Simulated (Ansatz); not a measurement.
# BrH₆NSi₂: how energies converge with the basis set

The task here is to estimate one member of a computed series from the others.

Method: one geometry, several basis sets; program: Ansatz 0.2.0, Gaussian basis.

Plan: PBE0-D4/def2-SVP; ωB97M-V/def2-SVP; PBE0-D4/def2-QZVPP; ωB97M-V/def2-QZVPP; the functionals' def2-TZVPP values are taken from earlier runs.

## The relaxed structure

All runs share one geometry, relaxed beforehand with PBE0-D4 in a triple-zeta def2 set.

SMILES `N[SiH]([SiH3])Br`, 10 atoms, charge 0, spin multiplicity 1.

Atoms are counted from 1 here; the program's logs count them from 0.

Bond lengths: N1–Si2 1.707 Å, N1–H5 1.008 Å, N1–H6 1.008 Å, Si2–Si3 2.335 Å, Si2–Br4 2.256 Å, Si2–H7 1.482 Å, Si3–H8 1.485 Å, Si3–H9 1.488 Å, Si3–H10 1.488 Å. Angles: Si2–N1–H5 120.2°, Si2–N1–H6 119.9°, H5–N1–H6 110.9°, N1–Si2–Si3 110.0°, N1–Si2–Br4 114.6°, N1–Si2–H7 107.3°, Si3–Si2–Br4 105.4°, Si3–Si2–H7 114.9°, Br4–Si2–H7 104.8°, Si2–Si3–H8 109.8°, Si2–Si3–H9 108.5°, Si2–Si3–H10 110.9°, H8–Si3–H9 109.2°, H8–Si3–H10 109.4°, H9–Si3–H10 108.9°.

The first run:

in.yaml reads:

```yaml
crystal:
  periodic: [false, false, false]
  atoms:
    - {symbol: N, position_ang: [-0.486369, 1.721578, 0.103997]}
    - {symbol: Si, position_ang: [-0.488508, 0.105561, 0.652633]}
    - {symbol: Si, position_ang: [1.071060, -1.148338, -0.550846]}
    - {symbol: Br, position_ang: [-2.453904, -0.971670, 0.391630]}
    - {symbol: H, position_ang: [-0.524113, 1.921234, -0.883133]}
    - {symbol: H, position_ang: [-0.965545, 2.433061, 0.633970]}
    - {symbol: H, position_ang: [-0.265753, 0.138111, 2.117458]}
    - {symbol: H, position_ang: [0.972424, -2.578726, -0.163682]}
    - {symbol: H, position_ang: [0.770189, -1.010897, -2.001992]}
    - {symbol: H, position_ang: [2.453618, -0.660914, -0.297037]}
basis:
  gaussian: {orbitals: def2-SVP}
hamiltonian: {xc: pbe0, dispersion: d4}
output: {orbitals: {seedname: orbitals}}
```

Started as:

```console
> ansatz run in.yaml --threads 4 --pin off --events-out ev --progress --plain --max-ram 10444MiB
```

Among the steps run: PBE0-D4 in def2-SVP; ωB97M-V in def2-SVP; PBE0-D4 in def2-QZVPP; ωB97M-V in def2-QZVPP.

One table of the session follows, with a row left open; its other results are not shown here.

It belongs to the step «Functionals by basis». 

```
functional       basis  HOMO (eV)  LUMO (eV)
   PBE0-D4    def2-SVP          ?          ?
   PBE0-D4  def2-TZVPP      -7.74      -0.29
   PBE0-D4  def2-QZVPP      -7.76      -0.41
   ωB97M-V    def2-SVP      -9.69       1.93
   ωB97M-V  def2-TZVPP      -9.83       1.38
   ωB97M-V  def2-QZVPP      -9.85       1.10
```

Estimate the missing values for PBE0-D4, def2-SVP.

**Answer.** HOMO (eV): -7.62; LUMO (eV): 0.08. In the column «HOMO (eV)» it is the highest.
